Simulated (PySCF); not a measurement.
**GeF₄: structure of the singlet**

Where does singlet GeF₄ go from a B3LYP minimum start, is the end point a minimum, and what are its modes, charges and moments?

Program: PySCF 2.14.0. Level of theory: B3LYP, basis Ge def2-TZVP, F def2-TZVP, no relativity, density fitting. These are calculated values, not measurements.

**1. Where the work starts**

5 atoms, charge 0, spin multiplicity 1.

Bond lengths: Ge1–F2 1.702 Å, Ge1–F3 1.702 Å, Ge1–F4 1.702 Å, Ge1–F5 1.702 Å. Angles: F2–Ge1–F3 109.5°, F2–Ge1–F4 109.5°, F2–Ge1–F5 109.5°, F3–Ge1–F4 109.5°, F3–Ge1–F5 109.5°, F4–Ge1–F5 109.5°.

Coordinates in bohr (charge 0 multiplicity 1):
```
Ge    0.0000    0.0000    0.0000
F    -1.8567   -1.8567   -1.8567
F    -1.8567    1.8567    1.8567
F     1.8567   -1.8567    1.8567
F     1.8567    1.8567   -1.8567
```

**2. First SCF at the start**

The steps below are one call of a driver around PySCF. For each, scf.py gives the equivalent set-up of the SCF; relaxations use the driver's own optimiser. After this first run the driver tries any further starts and a stability analysis.

File scf.py:

```python
from pyscf import gto, scf, dft
mol = gto.M(atom='''
Ge     0.000000     0.000000     0.000000
F     -0.982520    -0.982520    -0.982520
F     -0.982520     0.982520     0.982520
F      0.982520    -0.982520     0.982520
F      0.982520     0.982520    -0.982520''',
    basis={'Ge': 'def2-TZVP', 'F': 'def2-TZVP'},
    charge=0, spin=0)
mf = dft.RKS(mol, xc='B3LYP')
mf.grids.atom_grid = (50, 194)
aux = {'Ge': 'def2-universal-JKFIT', 'F': 'def2-universal-JKFIT'}
mf = mf.density_fit(auxbasis=aux)
mf.conv_tol = 1e-08
mf.diis_space = 10
mf.max_cycle = 60
mf.init_guess = 'minao'
mf.verbose = 4
mf.kernel()
```

Run with:

```console
OMP_NUM_THREADS=4 python axn.py task.json out
```

The program printed:

```text
init E= -2476.43714731421
  HOMO = -0.51127145548907  LUMO = -0.107505051139221  gap/eV = 10.98704
cycle= 1 E= -2476.50247628391  delta_E= -0.0653  |g|= 1.38  |ddm|=  2.2
  HOMO = -0.347563958099377  LUMO = -0.077226737082384  gap/eV = 7.35625
cycle= 2 E= -2475.99730561015  delta_E= 0.505  |g|= 2.42  |ddm|= 1.81
  HOMO = -0.460484640335899  LUMO = -0.0940965179069408  gap/eV = 9.96993
cycle= 3 E= -2476.75351674773  delta_E= -0.756  |g|= 0.0895  |ddm|= 1.15
  HOMO = -0.450607445977574  LUMO = -0.0844225192891059  gap/eV = 9.96440
cycle= 4 E= -2476.75394943643  delta_E= -0.000433  |g|= 0.0521  |ddm|= 0.0503
  HOMO = -0.453737924802827  LUMO = -0.085734396806707  gap/eV = 10.01389
cycle= 5 E= -2476.75421380241  delta_E= -0.000264  |g|= 0.0022  |ddm|= 0.018
  HOMO = -0.454042422696661  LUMO = -0.0860334280251891  gap/eV = 10.01403
cycle= 6 E= -2476.7542143948  delta_E= -5.92e-07  |g|= 0.000429  |ddm|= 0.00113
  HOMO = -0.454026770688034  LUMO = -0.0859691199474284  gap/eV = 10.01536
cycle= 7 E= -2476.7542144288  delta_E= -3.4e-08  |g|= 8.84e-05  |ddm|= 0.000456
  HOMO = -0.454027967135338  LUMO = -0.0859769946513254  gap/eV = 10.01518
cycle= 8 E= -2476.7542144302  delta_E= -1.4e-09  |g|= 5.99e-06  |ddm|= 6.86e-05
  HOMO = -0.454026397499733  LUMO = -0.0859757716965888  gap/eV = 10.01517
Extra cycle  E= -2476.75421443016  delta_E= 3.23e-11  |g|= 8.23e-06  |ddm|= 5.56e-06
converged SCF energy = -2476.75421443016
```

This step, with its further starts and checks, took 26 s on 4 threads of Arm Neoverse N1, shared host.

No lower closed-shell solution turned up in the test of internal stability.

**3. B3LYP minimum start, singlet: relaxation**

The program finds Td symmetry in the start, which this walk keeps. Threshold on the gradient: 0.0003 Eh/bohr, with a further test on the energy change.

scf.py: that of step 2 with these lines changed.

```diff
@@ -17 +16,0 @@
-mf.init_guess = 'minao'
```

Steps of the walk:

| step | energy (Eh) | change (kJ/mol) | largest symmetric gradient (Eh/bohr) |
| --- | --- | --- | --- |
| 0 | -2476.754214 | 0.00 | 0.00012 |

The walk took 3.9 s.

Geometry (Å) and forces (eV/Å) at some steps:

```
step 0
Ge   0.000   0.000   0.000   0.000   0.000   0.000
F   -0.983  -0.983  -0.983  -0.006  -0.006  -0.006
F   -0.983   0.983   0.983  -0.006   0.006   0.006
F    0.983  -0.983   0.983   0.006  -0.006   0.006
F    0.983   0.983  -0.983   0.006   0.006  -0.006
```

End point (Td, 0 steps, 0.0 kJ/mol gained): Ge–F 1.702 Å (×4); F–Ge–F 109.5° (×6).

**4. Is it a minimum? Harmonic modes**

On the finer grid the gradient is checked again; gradients at displacements of ±0.02 bohr then give force constants and infrared intensities.

scf.py: that of step 3 with these lines changed.

```diff
@@ -11 +11 @@
-mf.grids.atom_grid = (50, 194)
+mf.grids.atom_grid = (75, 302)
@@ -14 +14 @@
-mf.conv_tol = 1e-08
+mf.conv_tol = 1e-10
```

The driver hands on the density of the step before, so the log starts near convergence.

SCF at the final geometry:

```text
init E= -2476.75381467248
  HOMO = -0.454051709101164  LUMO = -0.085966669181289  gap/eV = 10.01610
cycle= 1 E= -2476.75381467249  delta_E= -4.55e-12  |g|= 4.53e-06  |ddm|= 3.78e-06
  HOMO = -0.45405100279459  LUMO = -0.0859665634225593  gap/eV = 10.01609
Extra cycle  E= -2476.75381467247  delta_E= 1.32e-11  |g|= 7.21e-06  |ddm|= 5.22e-06
converged SCF energy = -2476.75381467247
```

The whole step took 52 s.

Geometry: Td; Ge–F 1.702 Å (×4); F–Ge–F 109.5° (×6).

Modes, for the most abundant isotopes:

| symmetry | ω (cm⁻¹) | IR (km/mol) |
| --- | --- | --- |
| e | 198 | 0.0 |
| t2 | 266 | 128 |
| a1 | 712 | 0.0 |
| t2 | 780 | 330 |

No imaginary mode, so this is a minimum.

Properties at this point:

```
Dipole moment                                                   : 0.00 D
Highest occupied level                                          : -12.36 eV
Lowest empty level                                              : -2.34 eV
Rotational constants                                            : 0.1149, 0.1149, 0.1149 cm⁻¹
Zero-point energy                                               : 25.4 kJ/mol
Principal polarisabilities                                      : 24.2, 24.2, 24.2 bohr³
Atomisation energy without zero-point energy                    : 1859 kJ/mol
Principal traceless quadrupole moments about the centre of mass : 0.00, 0.00, 0.00 D Å
Entropy at 298.15 K and 1 bar                                   : 303.9 J/(mol K)
Heat capacity Cp at 298.15 K                                    : 82.4 J/(mol K)
Enthalpy at 298.15 K above 0 K                                  : 17.49 kJ/mol
Rotational symmetry number                                      : 12
```

Charges (e) and bond orders:

| atom | Mulliken | Löwdin | polar tensor | Mayer order to Ge1 |
| --- | --- | --- | --- | --- |
| Ge1 | 1.25 | 0.30 | 2.36 | – |
| F2,3,4,5 | -0.31 | -0.08 | -0.59 | 1.05 |

Mulliken populations on Ge1: s 6.83, p 13.21, d 10.52, f 0.19.

**5. What came out**

| quantity | value |
| --- | --- |
| minimum | singlet, Td |
| geometry | Ge–F 1.702 Å (×4); F–Ge–F 109.5° (×6) |
| wavenumbers (cm⁻¹) | 198 (e), 266 (t2), 712 (a1), 780 (t2) |
| dipole moment | 0.00 D |
| highest occupied, lowest empty level | -12.36, -2.34 eV |
| polar-tensor charge of Ge1 | +2.36 e |
| zero-point energy | 25.4 kJ/mol |
| entropy at 298.15 K | 303.9 J/(mol K) |
| atomisation energy (no zero-point energy) | 1859 kJ/mol |

In words: The B3LYP minimum start keeps its Td symmetry and ends in a minimum. In the infrared the band at 780 cm⁻¹ (t2, stretch) leads. The dipole vanishes although Ge1 carries +2.4 e by the polar tensor: the bond dipoles cancel. Other starts or spin states, not run here, may lie lower.

The search up to here took 82 s.
